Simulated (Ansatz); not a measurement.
**TaVN2 under changes of volume**

One of the cells (9.990 Å³/atom); the others are scaled copies at fixed shape and fractional positions:

```
Ta V N
1.0
     3.04987    0.00000    0.00000
     0.00000    3.04987    0.00000
     0.00000    0.00000    4.29606
Ta V N
1 1 2
Direct
  0.00000 0.00000 0.00000
  0.50000 0.50000 0.50000
  0.50000 0.50000 0.00000
  0.00000 0.00000 0.50000
```

The cell comes from a database or a generator and needn't be the stable form of this composition.

* Program: Ansatz 0.2.0
* Functional: PBE
* Potentials or basis: Ansatz PAW
* Cutoff: 420 eV (not typed: the program's choice for these potentials)
* k mesh: 9 × 9 × 6
* Occupations: fermi-dirac, width 0.05 eV
* Spin: collinear spin, ferromagnetic start
* Starting moments: [0.0, 2.0, 0.0, 0.0] μB

```tsv
volume (Å³/atom)	energy over the lowest point (meV/atom)	pressure (GPa)	moment (μB per cell)
9.391	33.67	19.9	0.81
9.591	13.72	12.2	0.93
9.790	2.80	5.4	1.04
9.990	0.00	-0.8	1.14
10.190	4.49	-6.3	1.23
10.390	?	?	?
10.590	32.33	-15.6	1.41
```

Task: What does the run at 10.390 Å³/atom give?

Result: Energy over the lowest point 15.51 meV/atom; pressure -11.2 GPa; moment 1.32 μB per cell.

Worked out: A Birch-Murnaghan fit of order 3 (a polynomial in V^(-2/3)) to the other rows has its minimum at 9.96 Å³/atom with B0 = V·E''(V) = 295 GPa and B' = 4.5 at fixed shape and positions, which overstates the stiffness. It gives 15.48 meV/atom at 10.390 Å³/atom, against the run's 15.51, and -dE/dV = -11.2 GPa, against -11.2. A parabola through the other rows of the moment, of slope 0.432 μB per Å³/atom there, gives 1.33 μB, against the run's 1.32.

Energies are extrapolated to zero smearing.
